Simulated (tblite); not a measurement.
# Ge20H12: the cost of one run

Programs: tblite 0.8.0 and PySCF 2.14.0, with routines of our own; each step states its level. All values are computed. Atoms count from 0.

### Step 1. The starting structure

32 atoms, charge 0, multiplicity 1; geometry from: force field, distance geometry or constructed start.

### Step 2. Relaxing the molecule with GFN2-xTB

The job: settings as JSON, then the geometry in Å.

```
{"job": {"kind": "relax", "xc": "GFN2-xTB", "basis": "xTB"}, "charge": 0, "multiplicity": 1}
Ge    -1.755000     1.594900    -0.341600
Ge    -3.774500     2.760600     0.333100
Ge    -5.777400     1.594400    -0.339000
Ge    -5.783300    -0.721400     0.333800
Ge    -3.772300    -1.888200    -0.336600
Ge    -1.763200    -0.726300     0.337400
Ge     4.274200     5.082200    -0.343300
Ge     2.266200     6.244400     0.341500
Ge     0.254100     5.078400    -0.340400
Ge     0.248600     2.757200     0.341600
Ge     2.260700     1.595500    -0.342100
Ge     4.271600     2.756000     0.340000
Ge     4.270700    -1.886300    -0.335000
Ge     2.265000    -0.726400     0.337300
Ge     0.249200    -1.881900    -0.339800
Ge     0.249500    -4.208900     0.346300
Ge     2.263200    -5.368900    -0.339100
Ge     4.273000    -4.212900     0.339000
Ge    -3.771900    -4.207700     0.342500
Ge    -1.757100    -5.369900    -0.337300
H     -3.773600     4.230100    -0.088400
H     -7.055100     2.332400     0.089700
H     -7.050800    -1.455400    -0.083300
H      5.541500     5.810300     0.088400
H      2.263300     7.712700    -0.089000
H     -1.026300     5.813700     0.092400
H      5.546400     2.026100    -0.090600
H      5.545100    -1.152300     0.091100
H      2.263400    -6.838700     0.087900
H      5.546800    -4.943300    -0.086500
H     -5.039300    -4.943100    -0.091000
H     -1.761800    -6.837800     0.090100
```

The run is started by

```console
$ OMP_NUM_THREADS=2 python large_run.py task.json out
```

The driver reads the jobs from task.json and runs them one after another.

**Question.** How long does this first job take on 2 threads of Arm Neoverse N1, shared host, and how much memory does it need?

About 15 s, with a peak of 0.17 GiB.
